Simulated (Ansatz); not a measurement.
**C2H5NOSi: geometry optimisation, by script**

Wanted for C2H5NOSi: a geometry optimisation. SMILES: C#C[SiH](N)O.

Program: Ansatz 0.2.0 through its Python package. Level of theory: PBE0+D3(BJ)/def2-SVP. These are calculated values, not measurements.

### 1 Starting point

Bond lengths: C1–C2 1.201 Å, C2–Si3 1.856 Å, Si3–N4 1.690 Å, Si3–O5 1.647 Å, C1–H6 1.066 Å, Si3–H7 1.473 Å, N4–H8 1.016 Å, N4–H9 1.016 Å, O5–H10 0.969 Å. Angles: C1–C2–Si3 179.6°, C2–C1–H6 179.8°, C2–Si3–N4 109.5°, C2–Si3–O5 114.1°, C2–Si3–H7 113.2°, N4–Si3–O5 101.9°, N4–Si3–H7 106.4°, O5–Si3–H7 110.8°, Si3–N4–H8 108.3°, Si3–N4–H9 107.7°, H8–N4–H9 105.9°, Si3–O5–H10 113.4°.

The script holds or builds the structure itself.

### 2 Script

Contents of opt_c2h5nosi.py:

```python
'''Geometry optimisation of C2H5NOSi.'''

import itertools
import logging
import sys

import ansatz as az
from ase import Atoms
from ase.data import atomic_numbers, covalent_radii
import numpy as np

logging.basicConfig(stream=sys.stdout, format='[%(levelname)s] %(message)s')
log = logging.getLogger('calc')
log.setLevel(logging.INFO)


def main() -> None:
    atoms = Atoms(['C', 'C', 'Si', 'N', 'O', 'H', 'H', 'H', 'H', 'H'], positions=[
        (2.4465, -0.5047, 0.6975),
        (1.2789, -0.2538, 0.5687),
        (-0.5233, 0.136, 0.3584),
        (-1.0409, -0.3879, -1.163),
        (-0.8596, 1.7466, 0.2949),
        (3.4833, -0.7252, 0.8098),
        (-1.3829, -0.5391, 1.3457),
        (-0.8729, -1.388, -1.2297),
        (-2.0497, -0.2722, -1.2031),
        (-0.4793, 2.1883, -0.4791),
    ])
    system = az.Crystal.molecule_from_ase(atoms)

    calculation = (
        system.calculation()
        .basis(gaussian='def2-SVP')
        .functional('PBE0', dispersion='d3bj')
    )
    symbols = [site.symbol for site in system.cartesian_sites]
    start = np.array([site.position_ang for site in system.cartesian_sites], dtype=float)
    def progress(event):
        if event['event'] == 'relax_step':
            row = event['data']
            log.info(f'step {row["step"]:3d}  E = {row["lagrangian_ev"]:.6f} eV  largest force component {row["allowed_force_max_ev_ang"]:.4f} eV/A')


    r = calculation.relax(force_tolerance=0.01).session().plan().execute(on_event=progress).report
    end = np.array(r['positions_ang'])

    log.info(f'E = {r["free_energy_ev"]:.6f} eV = {r["free_energy_ev"] / 27.211386246:.7f} Ha')
    print('converged:', r['converged'], ' doubts:', r['published_state_doubts'] or 'none')

    # pairs closer than 1.2 times the sum of covalent radii, before or after
    radius = [covalent_radii[atomic_numbers[s]] for s in symbols]
    span = lambda where, i, j: np.linalg.norm(where[i] - where[j])
    bonded = [(i, j) for i, j in itertools.combinations(range(len(symbols)), 2) if min(span(start, i, j), span(end, i, j)) < 1.2 * (radius[i] + radius[j])]
    log.info('pair        before    after (A)')
    for i, j in bonded:
        print(f'{symbols[i]}{i}-{symbols[j]}{j}'.ljust(10), f'{span(start, i, j):8.4f} {span(end, i, j):8.4f}')
    for first, second in list(itertools.combinations(bonded, 2)):
        shared = set(first) & set(second)
        if shared and symbols[(j := shared.pop())] != 'H':
            i, k = sorted((set(first) | set(second)) - {j})
            u, v = end[i] - end[j], end[k] - end[j]
            angle = np.degrees(np.arccos(np.clip(u @ v / np.linalg.norm(u) / np.linalg.norm(v), -1, 1)))
            log.info(f'final angle {symbols[i]}{i}-{symbols[j]}{j}-{symbols[k]}{k}: {angle:.2f} deg')


if __name__ == '__main__':
    main()
```

### 3 The calls as engine input

The engine receives this input:

```yaml
crystal:
  periodic: [false, false, false]
  atoms:
    - { symbol: C, position_ang: [2.4465, -0.5047, 0.6975] }
    - { symbol: C, position_ang: [1.2789, -0.2538, 0.5687] }
    - { symbol: Si, position_ang: [-0.5233, 0.136, 0.3584] }
    - { symbol: "N", position_ang: [-1.0409, -0.3879, -1.163] }
    - { symbol: O, position_ang: [-0.8596, 1.7466, 0.2949] }
    - { symbol: H, position_ang: [3.4833, -0.7252, 0.8098] }
    - { symbol: H, position_ang: [-1.3829, -0.5391, 1.3457] }
    - { symbol: H, position_ang: [-0.8729, -1.388, -1.2297] }
    - { symbol: H, position_ang: [-2.0497, -0.2722, -1.2031] }
    - { symbol: H, position_ang: [-0.4793, 2.1883, -0.4791] }
basis:
  gaussian:
    orbitals: def2-SVP
hamiltonian:
  xc: pbe0
  dispersion: d3bj
relax:
  f_tol: 0.01
```

### 4 Running it

Started as:

```bash
python opt_c2h5nosi.py
```

Without the output at hand: what should come out? Wanted: total energy; dipole moment; moves of the relaxation; energy gained; last largest force component.

**Answer**, as computed:

| quantity | value |
| --- | --- |
| total energy | -13553.8138 eV |
| dipole moment | 2.36 D |
| moves of the relaxation | 9 |
| energy gained | 0.362 eV |
| last largest force component | 0.0062 eV/Å |

After 9 moves the largest shift is 0.493 Å, of atom 8 (H). The end point is the stationary point reached from this start; no frequency run checks that it is a minimum, and the basis set is modest.
